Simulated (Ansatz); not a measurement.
# Al3C: the cost of one run

Computed with Ansatz 0.2.0 (DFT PBE, scalar-relativistic, plane waves, PAW, unless a step's input says otherwise).

29 further runs of the same task are left out: 29 set aside as unsound or not needed.

## Step 1: The system as given

The structure is monoclinic, space group Cm (No. 8). The conventional cell has a = 4.949 Å, b = 2.857 Å, c = 21.602 Å, α = 90.00°, β = 90.00°, γ = 90.00°. Around Al (site symmetry m) lie 9 Al at 2.83 to 2.86 Å. Al (site symmetry m) has 12 Al at 2.83 to 2.86 Å as nearest neighbours. Al (site symmetry m) has 1 C at 2.08 Å as nearest neighbours. Around C (site symmetry m) lie 1 Al at 2.08 Å.

As a file:

```xyz
4
Lattice="2.8572 0.0000 0.0000 -1.4286 2.4744 0.0000 0.0000 0.0000 21.6016" Properties=species:S:1:pos:R:3 pbc="T T T"
Al    1.4286    0.8248    4.0000
Al    0.0000    1.6496    6.3009
Al    0.0000    0.0000    8.6016
C     3.3333   -1.9245   10.3616
```

This is the geometry of the first run shown, built on a cell relaxed beforehand with the same method.

## Step 2: The scan

Atoms count from 1 in the order of the input.

C is moved along a line over the surface and along the normal, above a rigid substrate.

First coordinate, position of C4 along the long diagonal of the hexagonal surface cell, from above Al3: 9 values from 0.00 to 4.40 Å, periodic. Second coordinate, height of C4 above the plane of Al3: 8 values from 0.63 to 3.73 Å.

Nothing else is relaxed. Points are written as (first, second).

## Step 3: The run at (3.85 Å, 1.76 Å)

The cell repeats along c, and a dipole correction in the vacuum removes the field between the copies.

input.yaml

```yaml
crystal:
  lattice:
    - [2.8571514048, 0.0, 0.0]
    - [-1.4285757024, 2.474365699, 0.0]
    - [0.0, 0.0, 21.6016424675]
  atoms:
    - { symbol: Al, position: [0.6666666667, 0.3333333333, 0.1851711047] }
    - { symbol: Al, position: [0.3333333333, 0.6666666667, 0.2916873739] }
    - { symbol: Al, position: [0.0, 0.0, 0.3981939096] }
    - { symbol: C, position: [0.7777777778, -0.7777777778, 0.4796691957], spin: 2.0 }
basis:
  ecutwfc: 420
kpoints:
  mp_grid: { grid: [9, 9, 1] }
hamiltonian:
  xc: pbe
scf:
  occupations: { method: gaussian, width: 0.1 }
output:
  forces: true
  eigenvalues: true
  populations: true
magnetization:
  spin_polarized: true
efield:
  axis: 3
  dipole_correction: true
  ramp_width: 0.04
```

Launch:

```console
$ ansatz run input.yaml --threads 1 --pin off --max-ram 3072MiB --backend cpu --events-out ev --progress --plain --runs-dir out
```

**Question.** How long does this run take on 1 thread of Intel Xeon Platinum 8259CL at 2.50GHz (Skylake/Cascade Lake), shared host, and how much memory does it need?

About 22 s, with a peak of 0.46 GiB.
